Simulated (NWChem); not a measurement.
# One shape, several levels: InH3 (SMILES [InH3])

Aim: a comparison of 6 runs (HF/STO-3G, HF/3-21G, HF/def2-SVP, PBE0/def2-SVP, TPSS/def2-SVPD, BP86/def2-TZVP) of InH3. 

The results are computed with NWChem 7.3.0.

1 further run of the same task is left out (set aside as unsound or not needed).

### Step 1. The system as given

The species is InH3 (4 atoms), meant as a singlet with charge 0. SMILES: `[InH3]`. The shape is that of a PBE0-D4/def2-TZVP optimisation.

Bond lengths: In1–H2 1.724 Å, In1–H3 1.724 Å, In1–H4 1.724 Å. Angles: H2–In1–H3 120.0°, H2–In1–H4 120.0°, H3–In1–H4 120.0°.

### Step 2. Energy and forces at HF/STO-3G (run 1)

File job.nw:

```
start job
memory total 2200 mb

geometry noautosym nocenter noautoz
   In    0.013900   -0.015100   -0.005100
   H     0.415500    1.516000    0.678200
   H    -1.095600   -0.107300   -1.321400
   H     0.721800   -1.454000    0.628000
end

basis spherical bse
   In library STO-3G
   H library STO-3G
end

scf
   thresh 1e-08
   maxiter 80
end

task scf gradient
```

Command:

```sh
nwchem job.nw > job.out
```

The log of the run:

```text
[...]
  functions       =    30
[...]
  wavefunction    = RHF
[...]
         Total SCF energy =  -5684.582024105222
      One-electron energy =  -7963.519940660332
      Two-electron energy =   2233.286103509949
 Nuclear repulsion energy =     45.651813045161
        Time for solution =      1.0s
[...]
                         RHF ENERGY GRADIENTS
    atom               coordinates                        gradient
                 x          y          z           x          y          z
   1 In      0.026267  -0.028535  -0.009638   -0.000005  -0.000003  -0.000012
   2 H       0.785181   2.864825   1.281612    0.008129   0.030996   0.013833
   3 H      -2.070384  -0.202768  -2.497084   -0.022452  -0.001866  -0.026635
   4 H       1.364004  -2.747662   1.186748    0.014328  -0.029127   0.012815
[...]
```

Wall time 2.1 s (1 thread of AMD EPYC 9R14 (Zen 4), shared host); peak memory 0.098 GiB.

### Step 3. Energy and forces at HF/3-21G (run 2)

File run.py:

```python
from ase import Atoms
from ase.calculators.nwchem import NWChem

mol = Atoms(['In', 'H', 'H', 'H'], positions=[
    [0.013900, -0.015100, -0.005100],
    [0.415500, 1.516000, 0.678200],
    [-1.095600, -0.107300, -1.321400],
    [0.721800, -1.454000, 0.628000],
])

calc = NWChem(
    label='calc',
    theory='scf',
    memory='2200 mb',
    basis='3-21G',
    basispar='spherical bse',
    scf={'nopen': '0', 'rhf': None, 'thresh': '1e-08', 'maxiter': '80'},
)
mol.calc = calc

forces = mol.get_forces()
print("Total energy (eV):", round(mol.get_potential_energy(), 6))
print("forces (eV/A):")
for s, f in zip(mol.symbols, forces):
    print(f"{s:2s} {f[0]:10.5f} {f[1]:10.5f} {f[2]:10.5f}")
print("dipole (e A):", mol.get_dipole_moment().round(4))
```

Command:

```sh
export ASE_NWCHEM_COMMAND="nwchem PREFIX.nwi > PREFIX.nwo"
python run.py
```

The log of the run:

```text
Total energy (eV): -155551.612536
forces (eV/A):
In    0.00062    0.00031    0.00087
H     0.15221    0.58020    0.25891
H    -0.42130   -0.03497   -0.49987
H     0.26847   -0.54554    0.24004
dipole (e A): [-0. -0. -0.]
```

The calculator wrote calc.nwi:

```
title "calc"

permanent_dir calc

scratch_dir calc

start calc

geometry units angstrom nocenter noautosym noautoz
  In 1.3899999999999999e-02 -1.5100000000000001e-02 -5.1000000000000004e-03
  H  4.1549999999999998e-01 1.5160000000000000e+00 6.7820000000000003e-01
  H  -1.0955999999999999e+00 -1.0730000000000001e-01 -1.3213999999999999e+00
  H  7.2180000000000000e-01 -1.4540000000000000e+00 6.2800000000000000e-01
end

memory 2200 mb

basis spherical bse noprint
   * library 3-21G
end

scf
  nopen 0
  rhf
  thresh 1e-08
  maxiter 80
end

task scf gradient
```

calc.nwo:

```text
Northwest Computational Chemistry Package (NWChem) 7.3.0
             --------------------------------------------------------

           Job information
           ---------------

    nwchem branch   = 7.3.0
    use scalapack   = T
    input           = calc.nwi
    prefix          = calc.
    data base       = calc/calc.db
    status          = startup
    nproc           =        1

           Memory information
           ------------------

[... 5 lines left out ...]
    hardfail = no
[... 118 lines left out ...]
         Quadratically convergent ROHF
[... 14 lines left out ...]
       Final RHF  results
[... 4 lines left out ...]
      Two-electron energy =   2223.852371824025
[... 45 lines left out ...]
                       ROHF Final Molecular Orbital Analysis
[... 208 lines left out ...]
                 ----------------------------------------
                 |  Time  |  1-e(secs)   |  2-e(secs)   |
                 ----------------------------------------
                 |  CPU   |       0.00   |       0.18   |
                 ----------------------------------------
                 |  WALL  |       0.00   |       0.18   |
                 ----------------------------------------

 Task  times  cpu:        1.5s     wall:        1.5s
 Total times  cpu:        1.5s     wall:        1.5s
```

Wall time 2.8 s (1 thread of AMD EPYC 9R14 (Zen 4), shared host); peak memory 0.099 GiB.

Runs 3 to 5 aren't shown in full; the table further down has their settings and results.

### Step 4. Energy and gradient at BP86/def2-TZVP (core potential) (run 6)

File m1.nw:

```
start m1
memory stack 880 mb heap 220 mb global 1100 mb

geometry units angstrom noautosym nocenter noautoz
 In       0.013900      -0.015100      -0.005100
 H        0.415500       1.516000       0.678200
 H       -1.095600      -0.107300      -1.321400
 H        0.721800      -1.454000       0.628000
end

basis spherical bse
 * library def2-TZVP
end

ecp bse
 In library def2-TZVP
end

dft
 xc becke88 perdew86
 grid xfine
 convergence energy 1e-08
 maxiter 100
 mulliken
end

task dft gradient
```

Command:

```sh
nwchem m1.nw > m1.out
```

The log of the run:

```text
[...]
          Wavefunction type:  closed shell.
          No. of atoms     :     4
          No. of electrons :    24
[...]
          Charge           :     0
          Spin multiplicity:     1
[...]
          AO basis - number of functions:    68
[...]
              XC Information
              --------------
                    Becke 1988 Exchange Functional  1.000
                Perdew 1981 Correlation Functional  1.000 local
                Perdew 1986 Correlation Functional  1.000 non-local
[...]
 d= 0,ls=0.0,diis     1   -191.9914772982 -2.12D+02  2.08D-02  1.42D-01     1.5
[...]
 d= 0,ls=0.0,diis     7   -192.0113384357 -3.27D-09  2.05D-07  1.43D-11     8.4
         Total DFT energy =     -192.011338435655
      One electron energy =     -375.936231323161
           Coulomb energy =      181.929793363798
    Exchange-Corr. energy =      -17.873755006549
 Nuclear repulsion energy =       19.868854530256
[...]
  wavefunction    = closed shell
                         DFT ENERGY GRADIENTS
    atom               coordinates                        gradient
                 x          y          z           x          y          z
   1 In      0.026267  -0.028535  -0.009638   -0.000009  -0.000005  -0.000014
   2 H       0.785181   2.864825   1.281612   -0.000599  -0.002280  -0.001017
   3 H      -2.070384  -0.202768  -2.497084    0.001665   0.000138   0.001976
   4 H       1.364004  -2.747662   1.186748   -0.001057   0.002146  -0.000945
[...]
```

It took 11 s on 1 thread of AMD EPYC 9R14 (Zen 4), shared host; peak memory 0.14 GiB.

### Step 5. All runs side by side

```
run                            level  core potential  iteration cap   energy (Eh)  dipole moment (D)  HOMO energy (eV)  LUMO energy (eV)  wall time
  1                        HF/STO-3G               –             80  -5684.582024               0.00             -8.57              5.81      2.1 s
  2                         HF/3-21G               –             80  -5716.416371               0.00            -10.95              0.64      2.8 s
  3     HF/def2-SVP (core potential)        def2-SVP             80   -190.905172               0.00            -11.01              0.63        3 s
  4   PBE0/def2-SVP (core potential)        def2-SVP            100   -191.874914               0.00             -8.14             -1.86        6 s
  5  TPSS/def2-SVPD (core potential)       def2-SVPD            100   -191.810738               0.00             -7.19             -2.47       11 s
  6  BP86/def2-TZVP (core potential)       def2-TZVP            100   -192.011338               0.00             -7.12             -2.71       11 s
```

### Step 6. Results

```
                       quantity          value
            run 6: total energy  -192.01134 Eh
           run 6: dipole moment         0.00 D
             run 6: HOMO energy       -7.12 eV
             run 6: LUMO energy       -2.71 eV
           run 6: HOMO–LUMO gap        4.41 eV
run 6: largest force on an atom     0.133 eV/Å
```

In words: The HOMO–LUMO gap runs from 4.41 eV (BP86/def2-TZVP) to 14.38 eV (HF/STO-3G). The two ends differ in method and basis and core potential. Totals of different functionals can't be ranked against each other. Some runs of one species differ in core potentials or relativity; totals across that change don't compare. In run 1 the basis is minimal, so the values are rough. In runs 1, 2 relativity is left out where basis or elements ask for it. All runs together took 36 s, the longest 11 s.
